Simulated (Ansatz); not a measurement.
**SiGeHO (sextet): the correlation ladder, cc-pVDZ**

How much of the correlation energy of SiGeHO (sextet) does each wave-function method recover here?

Computed with Ansatz 0.2.0, Gaussian basis. Level: cc-pVDZ, core rule «outside noble gas», up to 20 orbitals frozen.

The runs, in order: UHF; CCSD(T) on ROHF; CCSD(T) on UHF; BCCD(T) on ROHF; CISD as a restricted active space (open shells left free, so some higher excitations enter); CCSDT(Q) on ROHF; CCSDT(Q) on UHF; CASSCF and MRCISD+Q, 13 electrons in 11 orbitals; CASSCF and NEVPT2, 13 electrons in 11 orbitals.

24 further runs of the same task are left out: 12 that didn't finish, 12 set aside as unsound or not needed. Runs told in other sessions of the task aren't counted.

### Step 1. What is computed

The geometry is a PBE0/def2-TZVP stationary point (not a proven minimum) of the parent state, kept for this charge and spin. No spin-orbit coupling is included. The filled d shell of Ge may be among the frozen orbitals whatever the setting's name suggests.

4 atoms, charge 0, spin multiplicity 6.

Atoms are counted from 1 here; the program's logs count them from 0.

Bond lengths: Ge1–O2 1.777 Å, Ge1–H4 1.564 Å, O2–Si3 1.641 Å. Angles: O2–Ge1–H4 115.7°, Ge1–O2–Si3 150.5°.

Geometry (Å):

```xyz
4
GeHOSi
Ge    0.00000    0.00485    1.02123
O     0.00000   -0.35973   -0.71838
Si    0.00000    0.13773   -2.28218
H     0.00000    1.52297    1.39657
```

### Step 2. UHF

Contents of in.yaml:

```yaml
crystal:
  periodic: [false, false, false]
  atoms:
    - {symbol: Ge, position_ang: [0.000000, 0.004847, 1.021232]}
    - {symbol: O, position_ang: [0.000000, -0.359730, -0.718378]}
    - {symbol: Si, position_ang: [0.000000, 0.137734, -2.282184]}
    - {symbol: H, position_ang: [0.000000, 1.522968, 1.396565]}
basis:
  gaussian: {orbitals: cc-pVDZ}
magnetization: {spin_polarized: true, initial_magnetization: 5}
hamiltonian: {xc: hf}
output: {orbitals: {seedname: orbitals}}
```

Run with:

```bash
> ansatz run in.yaml --threads 1 --pin off --events-out ev --progress --plain --max-ram 2393MiB
```

After this run come: CCSD(T) on ROHF; CCSD(T) on UHF; BCCD(T) on ROHF; CISD as a restricted active space (open shells left free, so some higher excitations enter); CCSDT(Q) on ROHF; CCSDT(Q) on UHF; CASSCF and MRCISD+Q, 13 electrons in 11 orbitals; CASSCF and NEVPT2, 13 electrons in 11 orbitals.

**Question.** What will the summary of the whole plan be? Wanted: UCCSDT(Q) from the RHF energy; RMP2 from UCCSDT(Q); UMP2 from UCCSDT(Q); RCCSD from UCCSDT(Q); RCCSD(T) from UCCSDT(Q); UCCSD(T) from UCCSDT(Q); RCCSDT(Q) from UCCSDT(Q); NEVPT2 frontier from UCCSDT(Q); MRCISD+Q frontier from UCCSDT(Q).

As calculated:

```
                         quantity                      value
    UCCSDT(Q) from the ROHF energy                 -8.4298 eV
              RMP2 from UCCSDT(Q)               +82.8 kJ/mol
              UMP2 from UCCSDT(Q)               +80.2 kJ/mol
             RCCSD from UCCSDT(Q)               +27.5 kJ/mol
          RCCSD(T) from UCCSDT(Q)                +5.8 kJ/mol
          UCCSD(T) from UCCSDT(Q)                +4.8 kJ/mol
         RCCSDT(Q) from UCCSDT(Q)                +1.4 kJ/mol
   NEVPT2 frontier from UCCSDT(Q)              +142.4 kJ/mol
 MRCISD+Q frontier from UCCSDT(Q)               +11.9 kJ/mol
levels within 1 kcal/mol (43 meV)  RCCSDT, UCCSDT, RCCSDT(Q)
                    T1 diagnostic                      0.027
```

**Reading.** RCCSD(T) lands +5.8 kJ/mol from the yardstick (0.7 % of the correlation energy). Of the multireference levels listed MRCISD+Q frontier comes nearest in total energy (+11.9 kJ/mol), which doesn't show that its space is the better one. These misses are within one basis, not against nature; the frozen cores of restricted and unrestricted runs differ, which can shift their rows.
